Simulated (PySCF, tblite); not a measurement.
# C6H10ClO+: geometry, infrared bands and NMR shifts

What infrared bands and NMR shifts should C6H10ClO+ (`C#C[C@@H](Cl)C[O+](C)C`) show?

The runs use tblite 0.8.0 and PySCF 2.14.0, with density-fitted response routines of our own; the level of theory stands in each step. All values are computed, except where a source is named. Atoms count from 0, in the outputs and in this text.

## Step 1: The starting structure

18 atoms, charge 1, multiplicity 1; geometry from: force field or distance geometry start.

Bonds of the start (Å): C0–C1 1.21, C1–C2 1.46, C2–Cl3 1.77, C2–C4 1.54, C4–O5 1.43, O5–C6 1.42, O5–C7 1.43, C0–H8 1.07, C2–H9 1.09, C4–H10 1.11, C4–H11 1.10, C6–H12 1.11, C6–H13 1.09, C6–H14 1.09, C7–H15 1.11, C7–H16 1.10, C7–H17 1.08.

## Step 2: Optimising the geometry with GFN2-xTB

What the job is given:

```
{"job": {"kind": "relax", "xc": "GFN2-xTB", "basis": "xTB"}, "charge": 1, "multiplicity": 1}
C      2.732500     1.118300     0.993700
C      2.194500     0.355600     0.226400
C      1.587400    -0.601000    -0.695200
Cl     1.578200    -2.200600     0.059200
C      0.152900    -0.181500    -1.084600
O     -0.728400    -0.135600     0.039600
C     -1.781000    -1.081200     0.011900
C     -1.137600     1.173700     0.425600
H      3.224600     1.785000     1.667000
H      2.186400    -0.679300    -1.598300
H     -0.239500    -0.881800    -1.844100
H      0.176600     0.799300    -1.581000
H     -2.291000    -1.104400     0.997100
H     -2.503300    -0.825900    -0.764800
H     -1.396100    -2.079400    -0.175800
H     -1.645800     1.130700     1.407000
H     -1.833900     1.582300    -0.319100
H     -0.285100     1.832100     0.517100
```

The run is started by

```console
> OMP_NUM_THREADS=1 python probes_run.py task.json out
```

This one command runs all jobs of the session in turn.

**Question.** This job is followed by: GFN2-xTB harmonic vibrations, gas phase; GIAO PBE0/pcSseg-1 NMR shielding, non-relativistic, gas phase. Predict these results of the whole session: strongest single infrared mode (GFN2-xTB); zero-point energy (GFN2-xTB); 13C shifts against TMS (PBE0/pcSseg-1, means over atoms taken as alike); 1H shifts against TMS (PBE0/pcSseg-1, means over atoms taken as alike); 35Cl shifts against HCl (PBE0/pcSseg-1); 17O shifts against H2O (PBE0/pcSseg-1).

**Answer**, as computed:

| quantity | value |
| --- | --- |
| strongest single infrared mode (GFN2-xTB) | 937 cm⁻¹, 75 km/mol |
| zero-point energy (GFN2-xTB) | 90.3 kcal/mol |
| 13C shifts against TMS (PBE0/pcSseg-1, means over atoms taken as alike) | 99.1, 96.0, 80.2, 77.7, 53.4 ppm |
| 1H shifts against TMS (PBE0/pcSseg-1, means over atoms taken as alike) | 5.13, 4.75, 4.67, 4.57, 3.11 ppm |
| 35Cl shifts against HCl (PBE0/pcSseg-1) | 255 ppm |
| 17O shifts against H2O (PBE0/pcSseg-1) | 28.7 ppm |

What this shows: Relaxing lowered the energy by 0.135 eV in 43 steps; the close pair that moved most is C2–Cl3, from 1.769 to 1.824 Å. The lowest mode is imaginary (21i cm⁻¹), so the xTB geometry is not a minimum. The strongest single mode, at 937 cm⁻¹, has its largest shares on O5, C7 and C4 (the list is cut at 3 atoms). Unscaled tight-binding wavenumbers are off by several per cent, some by more. Its intensities can rank the bands wrongly. C4 (sp3 CH2 bonded to O) lies farthest downfield among carbon, at 99.1 ppm; deshielded by the electronegative neighbour. The most deshielded hydrogen is H9 (hydrogen on a propargylic sp3 CH bonded to Cl), at 5.13 ppm: its carbon carries Cl, hence the downfield position. At PBE0/pcSseg-1: Shielding is most anisotropic at Cl3 (span 680 ppm, paramagnetic term -452 ppm).
